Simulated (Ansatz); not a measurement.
# C₂H₇B₂F: up Jacob's ladder to CCSD(T)

One table from this session's results is given with a row withheld; the runs are named, their logs left out.

Program: Ansatz 0.2.0, Gaussian basis. Level of theory: functionals in def2-TZVPP, the program's frozen cores in correlated methods. These are calculated values, not measurements.

The runs, in order: PBE-D4, r2SCAN-D4, PBE0-D4, B3LYP-D4, ωB97X-V, ωB97M-V, B2PLYP; CCSD(T)/def2-TZVPP; MP2/def2-QZVPP; extrapolation to the limit.

## The relaxed structure

An earlier PBE0-D4 in a triple-zeta def2 set relaxation fixed the geometry.

SMILES `CBB(C)F`, 12 atoms, charge 0, spin multiplicity 1.

Atoms are counted from 1 here; the program's logs count them from 0.

Bond lengths: C1–B2 1.559 Å, C1–H6 1.104 Å, C1–H7 1.091 Å, C1–H8 1.093 Å, B2–B3 1.690 Å, B2–H9 1.206 Å, B3–C4 1.566 Å, B3–F5 1.343 Å, C4–H10 1.094 Å, C4–H11 1.092 Å, C4–H12 1.099 Å. Angles: B2–C1–H6 103.9°, B2–C1–H7 116.3°, B2–C1–H8 113.9°, H6–C1–H7 106.6°, H6–C1–H8 105.1°, H7–C1–H8 109.9°, C1–B2–B3 124.7°, C1–B2–H9 116.8°, B3–B2–H9 118.3°, B2–B3–C4 124.8°, B2–B3–F5 118.7°, C4–B3–F5 116.5°, B3–C4–H10 112.0°, B3–C4–H11 114.2°, B3–C4–H12 107.4°, H10–C4–H11 109.4°, H10–C4–H12 106.7°, H11–C4–H12 106.7°.

The first run:

Input file in.yaml:

```yaml
crystal:
  periodic: [false, false, false]
  atoms:
    - {symbol: C, position_ang: [-1.601817, -0.408106, 1.053257]}
    - {symbol: B, position_ang: [-0.458459, 0.605640, 0.745851]}
    - {symbol: B, position_ang: [1.042842, 0.193228, 0.089721]}
    - {symbol: C, position_ang: [1.325836, -0.004139, -1.438137]}
    - {symbol: F, position_ang: [2.076856, -0.009690, 0.921763]}
    - {symbol: H, position_ang: [-2.246988, -0.359776, 0.158977]}
    - {symbol: H, position_ang: [-1.304817, -1.451984, 1.167515]}
    - {symbol: H, position_ang: [-2.245743, -0.110889, 1.884509]}
    - {symbol: H, position_ang: [-0.710631, 1.773836, 0.904934]}
    - {symbol: H, position_ang: [2.345882, 0.285590, -1.706657]}
    - {symbol: H, position_ang: [0.619014, 0.509098, -2.093476]}
    - {symbol: H, position_ang: [1.235024, -1.077807, -1.654055]}
basis:
  gaussian: {orbitals: def2-TZVPP}
hamiltonian: {xc: pbe, dispersion: d4}
output: {forces: true, orbitals: {seedname: orbitals}}
```

The run is started by

```
ansatz run in.yaml --threads 4 --pin off --events-out ev --progress --plain --max-ram 10444MiB
```

Among the steps run: PBE-D4 (GGA); r2SCAN-D4 (meta-GGA); PBE0-D4 (hybrid); B3LYP-D4 (hybrid); ωB97X-V (range-separated); ωB97M-V (range-separated); B2PLYP (double hybrid); CCSD(T) in def2-TZVPP; MP2 in def2-QZVPP.

One table of the session follows, with a row left open; its other results are not shown here.

| method | atoms, summed (eV) | atomisation energy (kJ/mol) |
| --- | --- | --- |
| PBE-D4 | -6203.612 | 4785.2 |
| r2SCAN-D4 | -6208.726 | 4733.8 |
| PBE0-D4 | -6205.032 | 4730.6 |
| B3LYP-D4 | -6213.231 | 4716.7 |
| ωB97X-V | -6210.681 | 4706.5 |
| ωB97M-V | -6209.532 | 4718.1 |
| B2PLYP | -6207.838 | 4670.8 |
| HF/def2-TZVPP | ? | ? |
| MP2/def2-TZVPP | -6198.131 | 4657.6 |
| CCSD/def2-TZVPP | -6200.699 | 4536.6 |
| CCSD(T)/def2-TZVPP | -6200.974 | 4586.1 |
| MP2/CBS | -6200.298 | 4749.3 |
| CCSD(T)/CBS | -6203.142 | 4677.8 |

Estimate the missing values for HF/def2-TZVPP.

The run gave: atoms, summed (eV): -6186.783; atomisation energy (kJ/mol): 3668.0. In the column «atoms, summed (eV)» it is the highest.

Limits of these values: Free atoms (2 C, 2 B, 1 F, 7 H) were run apart at each level; the atomisation energy is their sum less the molecule, without zero-point or spin-orbit terms.
